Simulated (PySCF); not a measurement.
**The bond of NaIn+, level by level**

The task here is to estimate one member of a computed series from the others.

Method: Na def2-SVPD, In def2-SVPD with ECP28, scalar-relativistic core potentials; program: PySCF 2.14.0.

The first run:

A driver script around PySCF takes these settings:

```yaml
atoms: Na, In
charge: 1
basis: Na def2-SVPD, In def2-SVPD with ECP28
Hamiltonian: scalar-relativistic core potentials
basis_functions: 50
electrons_treated: 31
masses_in_u: 22.9898, 114.9039
levels: PBE0, PBE, r²SCAN, BLYP, revPBE, B97-3, LC-ωPBE, HF, MP2, SCS-MP2, CCSD, CCSD(T)
grid: 80 radial by 434 angular points
occupations: held fixed by the projection of orbital angular momentum
dissociation_limit: Na+ + In, each in its ground configuration
starting_distance_in_angstrom: 3.065
values_of_2S_to_try: 1, 3
```

Command:

```console
> OMP_NUM_THREADS=1 python dia.py task.json out
```

Among the steps run: Input; First curve: PBE0; Other states along the same grid; PBE (GGA); r²SCAN; BLYP; revPBE; B97-3 (global hybrid GGA); LC-ωPBE (range-separated hybrid); UHF (mean field); Adding correlation.

One table of the session follows, with a row left open; its other results are not shown here.

| level | Re (Å) | ωe (cm⁻¹) | De (eV) |
| --- | --- | --- | --- |
| UHF | 3.641 | 96.7 | 0.90 |
| UHF-MP2 | 3.587 | 99.0 | 0.88 |
| UHF-SCS-MP2 | 3.597 | 98.4 | 0.88 |
| UHF-CCSD | 3.587 | 99.9 | 0.88 |
| UHF-CCSD(T) | 3.584 | 100.1 | 0.88 |
| PBE | 3.617 | 89.6 | 1.15 |
| revPBE | 3.668 | 87.8 | 1.12 |
| BLYP | 3.648 | 85.3 | 1.17 |
| r²SCAN | 3.581 | 96.1 | 0.99 |
| PBE0 | ? | ? | ? |
| B97-3 | 3.582 | 98.2 | 0.96 |
| LC-ωPBE | 3.475 | 106.2 | 0.96 |

**Question.** Estimate the row for PBE0.

As computed: Re (Å): 3.569; ωe (cm⁻¹): 95.6; De (eV): 1.07. In the column «Re (Å)» it lies between LC-ωPBE (3.475) and r²SCAN (3.581).

De is counted to Na+ + In in their ground configurations.
